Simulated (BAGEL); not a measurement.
# C2H5FSi (SMILES F/C=C\[SiH3]) at HF/6-31G(d) (density fitting with qzvpp-jkfit, spherical functions)

Aim: the vertical singlet–triplet gap of C2H5FSi at HF/6-31G* (density fitting with qzvpp-jkfit, spherical functions), from 2 runs. 

Program for the calculation: BAGEL 1.2.2.

## 1. The system as given

C2H5FSi: 9 atoms, total charge 0, spin state singlet. As SMILES, `F/C=C\[SiH3]`. The coordinates come from a GFN2-xTB relaxation.

Bond lengths: F1–C2 1.346 Å, C2–C3 1.319 Å, C3–Si4 1.886 Å, C2–H5 1.083 Å, C3–H6 1.080 Å, Si4–H7 1.458 Å, Si4–H8 1.466 Å, Si4–H9 1.466 Å. Some angles: F1–C2–C3 122.4°, C2–C3–Si4 125.4°, F1–C2–H5 110.7°, C3–C2–H5 126.9°, C2–C3–H6 116.0°, Si4–C3–H6 118.6°, C3–Si4–H7 110.5°, C3–Si4–H8 107.2°, C3–Si4–H9 107.3°, H7–Si4–H8 111.0°.

## 2. A single-point energy at HF/6-31G(d) (density fitting with qzvpp-jkfit, spherical functions)

Contents of hf.json:

```json
{ "bagel" : [

{
  "title" : "molecule",
  "basis" : "6-31gs.json",
  "df_basis" : "qzvpp-jkfit",
  "angstrom" : true,
  "geometry" : [
    { "atom" : "F", "xyz" : [      -0.363650,       0.881310,      -1.895510 ] },
    { "atom" : "C", "xyz" : [       0.640970,       0.977740,      -1.005370 ] },
    { "atom" : "C", "xyz" : [       0.640900,       0.314300,       0.134320 ] },
    { "atom" : "Si", "xyz" : [      -0.717410,      -0.857350,       0.716930 ] },
    { "atom" : "H", "xyz" : [       1.406220,       1.655860,      -1.363830 ] },
    { "atom" : "H", "xyz" : [       1.498580,       0.468560,       0.772100 ] },
    { "atom" : "H", "xyz" : [      -1.776080,      -0.946660,      -0.281530 ] },
    { "atom" : "H", "xyz" : [      -0.094650,      -2.165590,       0.940680 ] },
    { "atom" : "H", "xyz" : [      -1.234880,      -0.328170,       1.982210 ] }
  ]
},

{
  "title" : "hf"
},

{
  "title" : "print",
  "file" : "orbitals.molden",
  "orbitals" : true
}

]}
```

The basis set 6-31G* is read from a file made from the Basis Set Exchange's data (not shown).

The run is started by

```
$ BAGEL_NUM_THREADS=1 BAGEL hf.json > hf.out
```

The program printed:

```text
* using 1 threads per process

  ===============================================================
  ===============================================================

  *** Geometry ***

  { "atom" : "F", "xyz" : [     -0.687199,      1.665435,     -3.581995 ] },
  { "atom" : "C", "xyz" : [      1.211258,      1.847661,     -1.899874 ] },
  { "atom" : "C", "xyz" : [      1.211125,      0.593941,      0.253828 ] },
  { "atom" : "Si", "xyz" : [     -1.355708,     -1.620157,      1.354801 ] },
  { "atom" : "H", "xyz" : [      2.657371,      3.129122,     -2.577265 ] },
  { "atom" : "H", "xyz" : [      2.831906,      0.885450,      1.459058 ] },
  { "atom" : "H", "xyz" : [     -3.356305,     -1.788928,     -0.532015 ] },
  { "atom" : "H", "xyz" : [     -0.178863,     -4.092372,      1.777628 ] },
  { "atom" : "H", "xyz" : [     -2.333585,     -0.620151,      3.745834 ] },

  Number of auxiliary basis functions:      445

  Since a DF basis is specified, we compute 2- and 3-index integrals:
    o Being stored without compression. Storage requirement is 0.017 GB

  Number of basis functions:       70
  Number of electrons      :       40

    * METHOD: MOLECULE                             0.20

  *** RHF ***

  === Nuclear Repulsion ===
   152.7080040210

      * DIIS with orbital gradients will be used.

  === RHF iteration (6-31gs.json) ===
      0       -466.83401189          0.01717352           0.04
      1       -466.93442778          0.00870150           0.04
      2       -466.95953621          0.00196876           0.04
      3       -466.96131463          0.00046676           0.04
      4       -466.96141382          0.00011082           0.04
      5       -466.96142378          0.00003329           0.04
      6       -466.96142481          0.00002105           0.04
      7       -466.96142506          0.00000501           0.04
      8       -466.96142509          0.00000206           0.04
      9       -466.96142509          0.00000094           0.04
     10       -466.96142509          0.00000028           0.04
     11       -466.96142509          0.00000011           0.04
     12       -466.96142509          0.00000005           0.04
     13       -466.96142509          0.00000002           0.04
     14       -466.96142509          0.00000001           0.04
    * SCF iteration converged.

    * Permanent dipole moment:
           (   -0.524436,    -0.165949,    -0.264909) a.u.

    * METHOD: HF                                   0.72

    * METHOD: PRINT                                0.02

  ===============================================================
```

Wall time 1.1 s (1 thread of AMD EPYC 7B13 (Zen 3), shared host); peak memory 0.094 GiB.

## 3. The triplet at the same level

Contents of input.json:

```json
{ "bagel" : [

{
  "title" : "molecule",
  "basis" : "6-31gs.json",
  "df_basis" : "qzvpp-jkfit",
  "angstrom" : true,
  "geometry" : [
    { "atom" : "F", "xyz" : [      -0.363650,       0.881310,      -1.895510 ] },
    { "atom" : "C", "xyz" : [       0.640970,       0.977740,      -1.005370 ] },
    { "atom" : "C", "xyz" : [       0.640900,       0.314300,       0.134320 ] },
    { "atom" : "Si", "xyz" : [      -0.717410,      -0.857350,       0.716930 ] },
    { "atom" : "H", "xyz" : [       1.406220,       1.655860,      -1.363830 ] },
    { "atom" : "H", "xyz" : [       1.498580,       0.468560,       0.772100 ] },
    { "atom" : "H", "xyz" : [      -1.776080,      -0.946660,      -0.281530 ] },
    { "atom" : "H", "xyz" : [      -0.094650,      -2.165590,       0.940680 ] },
    { "atom" : "H", "xyz" : [      -1.234880,      -0.328170,       1.982210 ] }
  ]
},

{
  "title" : "uhf",
  "nopen" : 2
},

{
  "title" : "print",
  "file" : "orbitals.molden",
  "orbitals" : true
}

]}
```

The basis set 6-31G* is read from a file made from the Basis Set Exchange's data (not shown).

The run is started by

```
$ BAGEL_NUM_THREADS=1 BAGEL input.json > input.out
```

The program printed:

```text
* using 1 threads per process

  ===============================================================
  ===============================================================

  *** Geometry ***

  { "atom" : "F", "xyz" : [     -0.687199,      1.665435,     -3.581995 ] },
  { "atom" : "C", "xyz" : [      1.211258,      1.847661,     -1.899874 ] },
  { "atom" : "C", "xyz" : [      1.211125,      0.593941,      0.253828 ] },
  { "atom" : "Si", "xyz" : [     -1.355708,     -1.620157,      1.354801 ] },
  { "atom" : "H", "xyz" : [      2.657371,      3.129122,     -2.577265 ] },
  { "atom" : "H", "xyz" : [      2.831906,      0.885450,      1.459058 ] },
  { "atom" : "H", "xyz" : [     -3.356305,     -1.788928,     -0.532015 ] },
  { "atom" : "H", "xyz" : [     -0.178863,     -4.092372,      1.777628 ] },
  { "atom" : "H", "xyz" : [     -2.333585,     -0.620151,      3.745834 ] },

  Number of auxiliary basis functions:      445

  Since a DF basis is specified, we compute 2- and 3-index integrals:
    o Being stored without compression. Storage requirement is 0.017 GB

  Number of basis functions:       70
  Number of electrons      :       40

    * METHOD: MOLECULE                             0.20

  *** Open-shell HF ***

  === Nuclear Repulsion ===
   152.7080040210

      * DIIS with orbital gradients will be used.

  === UHF iteration (6-31gs.json) ===
      0       -466.64533971          0.03471445           0.08
      1       -466.78834130          0.01742735           0.08
      2       -466.81829861          0.00949756           0.08
      3       -466.82755183          0.00186555           0.08
      4       -466.82877952          0.00061088           0.07
      5       -466.82901222          0.00019565           0.08
      6       -466.82907446          0.00005176           0.08
      7       -466.82908721          0.00001736           0.08
      8       -466.82908978          0.00000464           0.08
      9       -466.82909013          0.00000123           0.08
     10       -466.82909017          0.00000066           0.07
     11       -466.82909019          0.00000031           0.08
     12       -466.82909019          0.00000016           0.08
     13       -466.82909019          0.00000006           0.08
     14       -466.82909019          0.00000002           0.08
     15       -466.82909019          0.00000001           0.09
     16       -466.82909019          0.00000000           0.10
    * SCF iteration converged.

    * S^2 (UHF) is 2.0207

    * Permanent dipole moment:
           (   -0.538976,    -0.090062,    -0.410968) a.u.

    * METHOD: UHF                                  1.50

    * METHOD: PRINT                                0.02

  ===============================================================
```

Wall time 2 s (1 thread of AMD EPYC 7B13 (Zen 3), shared host); peak memory 0.094 GiB.

## 4. Outcome

Level: HF/6-31G* (density fitting with qzvpp-jkfit, spherical functions).

```
                                        quantity          value
                           singlet: total energy  -466.96143 Eh
                          singlet: dipole moment         1.55 D
                            singlet: HOMO energy      -10.26 eV
                            singlet: LUMO energy        4.10 eV
                          singlet: HOMO–LUMO gap       14.37 eV
                           triplet: total energy  -466.82909 Eh
                          triplet: dipole moment         1.74 D
                                   triplet: ⟨S²⟩          2.021
vertical energy of the triplet above the singlet       3.601 eV
```

At this shape the triplet lies 3.60 eV (347 kJ/mol) above the singlet.
